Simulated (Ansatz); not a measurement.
This script for Ansatz 0.2.0, Python API starts 3 runs on SrScO3, space group Pm-3m. What input does the engine get in each?

`run_edit.py`
```python
import ansatz
import pandas as pd

lattice = ansatz.Lattice.of(
    (4.13993, 0.0, 0.0),
    (0.0, 4.13993, 0.0),
    (0.0, 0.0, 4.13993),
)
sites = [
    ("Sr", (0.0, 0.0, 0.0)),
    ("Sc", (0.5, 0.5, 0.5)),
    ("O", (0.5, 0.5, 0.0)),
    ("O", (0.5, 0.0, 0.5)),
    ("O", (0.0, 0.5, 0.5)),
]
srsco3 = ansatz.Crystal(lattice=lattice)
for symbol, position in sites:
    srsco3 = srsco3.atom(symbol, position)

calc = srsco3.calculation()
calc = calc.functional("r2scan")
calc = calc.basis(24 * ansatz.Ha)
calc = calc.kpoints(density=1.9)
calc = calc.occupations(ansatz.OccupationsMethod.GAUSSIAN, width=0.05).mixing("broyden", beta=0.1)
calc = calc.eigensolver("davidson", full_accuracy=True).band_table()
typed = calc.input()
rows = []
for value in [0.1, 0.3, 0.6]:
    edited = typed.set(ansatz.key.scf.mixing.beta, value)
    report = ansatz.Session.from_dict(edited).plan().execute().report
    rows.append((value, report["free_energy_ev"], report["n_iterations"], len(report["eigenvalues_ev"][0]) if "eigenvalues_ev" in report else 0))
print(pd.DataFrame(rows, columns=["beta", "F eV", "iterations", "bands listed"]).round(4).to_string(index=False))
print(edited.to_yaml())
```

Run 1:
```yaml
crystal:
  lattice:
    - [4.13993, 0.0, 0.0]
    - [0.0, 4.13993, 0.0]
    - [0.0, 0.0, 4.13993]
  atoms:
    - { symbol: Sr, position: [0.0, 0.0, 0.0] }
    - { symbol: Sc, position: [0.5, 0.5, 0.5] }
    - { symbol: O, position: [0.5, 0.5, 0.0] }
    - { symbol: O, position: [0.5, 0.0, 0.5] }
    - { symbol: O, position: [0.0, 0.5, 0.5] }
basis:
  ecutwfc: 653.073269903712
kpoints:
  mp_grid:
    kspacing: 0.5263157894736842
hamiltonian:
  xc: r2scan
scf:
  mixing:
    algorithm: broyden
    beta: 0.1
  occupations:
    method: gaussian
    width: 0.05
  eigensolver:
    kind: davidson
    full_accuracy: true
output:
  eigenvalues: true
```

Run 2, against run 1:
```diff
-    beta: 0.1
+    beta: 0.3
```

Run 3, against run 1:
```diff
-    beta: 0.1
+    beta: 0.6
```

```console
$ python run_edit.py
 beta       F eV  iterations  bands listed
  0.1 -7408.5223          11            25
  0.3 -7408.5223           8            25
  0.6 -7408.5223           7            25
crystal:
  lattice:
    - [4.13993, 0.0, 0.0]
    - [0.0, 4.13993, 0.0]
    - [0.0, 0.0, 4.13993]
  atoms:
    - { symbol: Sr, position: [0.0, 0.0, 0.0] }
    - { symbol: Sc, position: [0.5, 0.5, 0.5] }
    - { symbol: O, position: [0.5, 0.5, 0.0] }
    - { symbol: O, position: [0.5, 0.0, 0.5] }
    - { symbol: O, position: [0.0, 0.5, 0.5] }
basis:
  ecutwfc: 653.073269903712
kpoints:
  mp_grid:
    kspacing: 0.5263157894736842
hamiltonian:
  xc: r2scan
scf:
  mixing:
    algorithm: broyden
    beta: 0.6
  occupations:
    method: gaussian
    width: 0.05
  eigensolver:
    kind: davidson
    full_accuracy: true
output:
  eigenvalues: true
```

What to keep in mind:
- These settings explore the input space; cutoff and mesh may be short of convergence.
- The cell holds an odd number of electrons and is run without spin, so a magnetic state may lie lower.
- The structure comes from a database of computed cells and needn't be a stable or known phase.
- Run time: 13 s on 1 thread of Arm Neoverse V2 (shared host), peak memory 0.55 GiB.
